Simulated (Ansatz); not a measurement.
# C₈H₁₃ClFNZr: how energies converge with the basis set

One table from this session's results is given with a row withheld; the runs are named, their logs left out.

Program: Ansatz 0.2.0, Gaussian basis. Level of theory: one geometry, several basis sets. These are calculated values, not measurements.

Plan: PBE0-D4/def2-SVP; ωB97M-V/def2-SVP; PBE0-D4/def2-QZVPP; ωB97M-V/def2-QZVPP; the functionals' def2-TZVPP values are taken from earlier runs.

### The relaxed structure

The geometry comes from an earlier relaxation with PBE0-D4 in a triple-zeta def2 set; it is a stationary point, not always the lowest conformer. Zr takes the def2 core potential; no spin-orbit term is included.

SMILES `C[N](C)[Zr]1234([F])([Cl])[C@@H]5[C@H]1[C@H]2[C@@]3(C)[C@@H]54`, 25 atoms, charge 0, spin multiplicity 1.

Atoms are counted from 1 here; the program's logs count them from 0.

Bond lengths: C1–N2 1.450 Å, C1–H13 1.101 Å, C1–H14 1.098 Å, C1–H15 1.098 Å, N2–C3 1.434 Å, N2–Zr4 2.012 Å, C3–H16 1.099 Å, C3–H17 1.090 Å, C3–H18 1.100 Å, Zr4–F5 1.932 Å, Zr4–Cl6 2.403 Å, Zr4–C7 2.481 Å, Zr4–C8 2.493 Å, Zr4–C9 2.527 Å, Zr4–C10 2.551 Å, Zr4–C12 2.490 Å, C7–C8 1.408 Å, C7–C12 1.412 Å and more. Angles: N2–C1–H13 111.7°, N2–C1–H14 111.7°, N2–C1–H15 111.7°, H13–C1–H14 106.4°, H13–C1–H15 106.1°, H14–C1–H15 108.9°, C1–N2–C3 112.3°, C1–N2–Zr4 104.7°, C3–N2–Zr4 143.0°, N2–C3–H16 111.4°, N2–C3–H17 110.9°, N2–C3–H18 111.4°, H16–C3–H17 107.9°, H16–C3–H18 107.2°, H17–C3–H18 108.0°, N2–Zr4–F5 106.0°, N2–Zr4–Cl6 105.7°, N2–Zr4–C7 115.3° and more.

The first run:

Input file in.yaml:

```yaml
crystal:
  periodic: [false, false, false]
  atoms:
    - {symbol: C, position_ang: [-2.987316, 0.140458, 0.247786]}
    - {symbol: N, position_ang: [-1.709208, -0.544356, 0.229262]}
    - {symbol: C, position_ang: [-1.796233, -1.875389, 0.755648]}
    - {symbol: Zr, position_ang: [-0.428510, 0.787266, -0.566759]}
    - {symbol: F, position_ang: [-1.229997, 1.371265, -2.225151]}
    - {symbol: Cl, position_ang: [-0.455996, 2.680433, 0.912521]}
    - {symbol: C, position_ang: [1.377806, -0.184540, -1.963245]}
    - {symbol: C, position_ang: [1.010251, -1.190919, -1.049911]}
    - {symbol: C, position_ang: [1.394736, -0.762702, 0.244131]}
    - {symbol: C, position_ang: [2.006084, 0.503990, 0.140137]}
    - {symbol: C, position_ang: [2.635710, 1.280579, 1.245114]}
    - {symbol: C, position_ang: [1.970511, 0.866721, -1.229489]}
    - {symbol: H, position_ang: [-2.911510, 1.155510, -0.173018]}
    - {symbol: H, position_ang: [-3.740637, -0.387934, -0.351335]}
    - {symbol: H, position_ang: [-3.367776, 0.263008, 1.270178]}
    - {symbol: H, position_ang: [-2.131194, -1.870633, 1.802583]}
    - {symbol: H, position_ang: [-0.827431, -2.372870, 0.716890]}
    - {symbol: H, position_ang: [-2.514085, -2.485015, 0.188182]}
    - {symbol: H, position_ang: [1.187663, -0.187269, -3.026436]}
    - {symbol: H, position_ang: [0.512626, -2.117898, -1.293799]}
    - {symbol: H, position_ang: [1.248060, -1.308718, 1.165254]}
    - {symbol: H, position_ang: [3.698152, 1.029666, 1.319000]}
    - {symbol: H, position_ang: [2.169566, 1.056841, 2.205340]}
    - {symbol: H, position_ang: [2.551478, 2.354292, 1.076498]}
    - {symbol: H, position_ang: [2.337238, 1.798227, -1.639351]}
basis:
  gaussian: {orbitals: def2-SVP}
hamiltonian: {xc: pbe0, dispersion: d4}
output: {orbitals: {seedname: orbitals}}
```

Steps of the session up to this table: PBE0-D4 in def2-SVP; ωB97M-V in def2-SVP; PBE0-D4 in def2-QZVPP; ωB97M-V in def2-QZVPP.

One table of the session follows, with a row left open; its other results are not shown here.

It belongs to the step «Density functionals: the series». 

```
functional       basis  HOMO (eV)
   PBE0-D4    def2-SVP          ?
   PBE0-D4  def2-TZVPP      -6.71
   PBE0-D4  def2-QZVPP      -6.72
   ωB97M-V    def2-SVP      -8.90
   ωB97M-V  def2-TZVPP      -8.95
   ωB97M-V  def2-QZVPP      -8.96
```

**Question.** Estimate the row for PBE0-D4, def2-SVP.

The run gave: HOMO (eV): -6.67. In the column «HOMO (eV)» it is the highest.
